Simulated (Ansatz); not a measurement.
# C3H10OSi: one species, many methods

The task here is to estimate one member of a computed series from the others.

The runs use Ansatz 0.2.0, Gaussian basis; functionals in def2-TZVPP, the program's frozen cores in correlated methods.

Levels to be run: PBE-D4, r2SCAN-D4, PBE0-D4, B3LYP-D4, ωB97X-V, ωB97M-V, B2PLYP; CCSD(T)/def2-TZVPP; MP2/def2-QZVPP; extrapolation to the limit.

### Structure used throughout

An earlier PBE0-D4 in a triple-zeta def2 set relaxation fixed the geometry.

SMILES `OCCC[SiH3]`, 15 atoms, charge 0, spin multiplicity 1.

Atoms are counted from 1 here; the program's logs count them from 0.

Bond lengths: O1–C2 1.414 Å, O1–H6 0.959 Å, C2–C3 1.512 Å, C2–H7 1.100 Å, C2–H8 1.099 Å, C3–C4 1.527 Å, C3–H9 1.095 Å, C3–H10 1.095 Å, C4–Si5 1.878 Å, C4–H11 1.094 Å, C4–H12 1.095 Å, Si5–H13 1.489 Å, Si5–H14 1.488 Å, Si5–H15 1.491 Å. Angles: C2–O1–H6 108.8°, O1–C2–C3 108.4°, O1–C2–H7 110.6°, O1–C2–H8 110.9°, C3–C2–H7 110.0°, C3–C2–H8 109.4°, H7–C2–H8 107.5°, C2–C3–C4 113.7°, C2–C3–H9 107.9°, C2–C3–H10 108.3°, C4–C3–H9 110.3°, C4–C3–H10 109.6°, H9–C3–H10 106.7°, C3–C4–Si5 115.7°, C3–C4–H11 109.7°, C3–C4–H12 109.7°, Si5–C4–H11 107.9°, Si5–C4–H12 107.1° and more.

Set-up of the first run:

in.yaml

```yaml
crystal:
  periodic: [false, false, false]
  atoms:
    - {symbol: O, position_ang: [-1.996992, -0.756647, 0.254672]}
    - {symbol: C, position_ang: [-1.251873, -0.242164, -0.831384]}
    - {symbol: C, position_ang: [0.137378, -0.836364, -0.780297]}
    - {symbol: C, position_ang: [0.884501, -0.536921, 0.517642]}
    - {symbol: Si, position_ang: [1.183770, 1.280533, 0.884977]}
    - {symbol: H, position_ang: [-2.854429, -0.327047, 0.272539]}
    - {symbol: H, position_ang: [-1.193658, 0.854848, -0.775919]}
    - {symbol: H, position_ang: [-1.724917, -0.499972, -1.788777]}
    - {symbol: H, position_ang: [0.699006, -0.454216, -1.639557]}
    - {symbol: H, position_ang: [0.053789, -1.920064, -0.915520]}
    - {symbol: H, position_ang: [0.339251, -0.966061, 1.363501]}
    - {symbol: H, position_ang: [1.863855, -1.026993, 0.500990]}
    - {symbol: H, position_ang: [-0.074802, 2.013612, 1.192136]}
    - {symbol: H, position_ang: [2.089414, 1.417433, 2.057980]}
    - {symbol: H, position_ang: [1.824110, 1.949224, -0.283683]}
basis:
  gaussian: {orbitals: def2-TZVPP}
hamiltonian: {xc: pbe, dispersion: d4}
output: {forces: true, orbitals: {seedname: orbitals}}
```

Command:

```
ansatz run in.yaml --threads 4 --pin off --events-out ev --progress --plain --max-ram 10444MiB
```

Steps of the session up to this table: PBE-D4 (GGA); r2SCAN-D4 (meta-GGA); PBE0-D4 (hybrid); B3LYP-D4 (hybrid); ωB97X-V (range-separated); ωB97M-V (range-separated); B2PLYP (double hybrid); CCSD(T) in def2-TZVPP; MP2 in def2-QZVPP.

One of the session's tables, all rows but one given; the rest of the session is left out.

It belongs to the step «Atomisation energies». 

| method | atomisation energy (kcal/mol) |
| --- | --- |
| PBE-D4 | 1327.2 |
| r2SCAN-D4 | 1312.8 |
| PBE0-D4 | 1312.3 |
| B3LYP-D4 | ? |
| ωB97X-V | 1316.1 |
| ωB97M-V | 1315.6 |
| B2PLYP | 1297.5 |
| HF/def2-TZVPP | 977.5 |
| MP2/def2-TZVPP | 1293.0 |
| CCSD/def2-TZVPP | 1268.6 |
| CCSD(T)/def2-TZVPP | 1283.6 |
| MP2/CBS | 1323.2 |
| CCSD(T)/CBS | 1313.8 |

Q: Estimate the row for B3LYP-D4 from the others.

**Answer.** atomisation energy (kcal/mol): 1311.8. In the column «atomisation energy (kcal/mol)» it lies between B2PLYP (1297.5) and PBE0-D4 (1312.3).
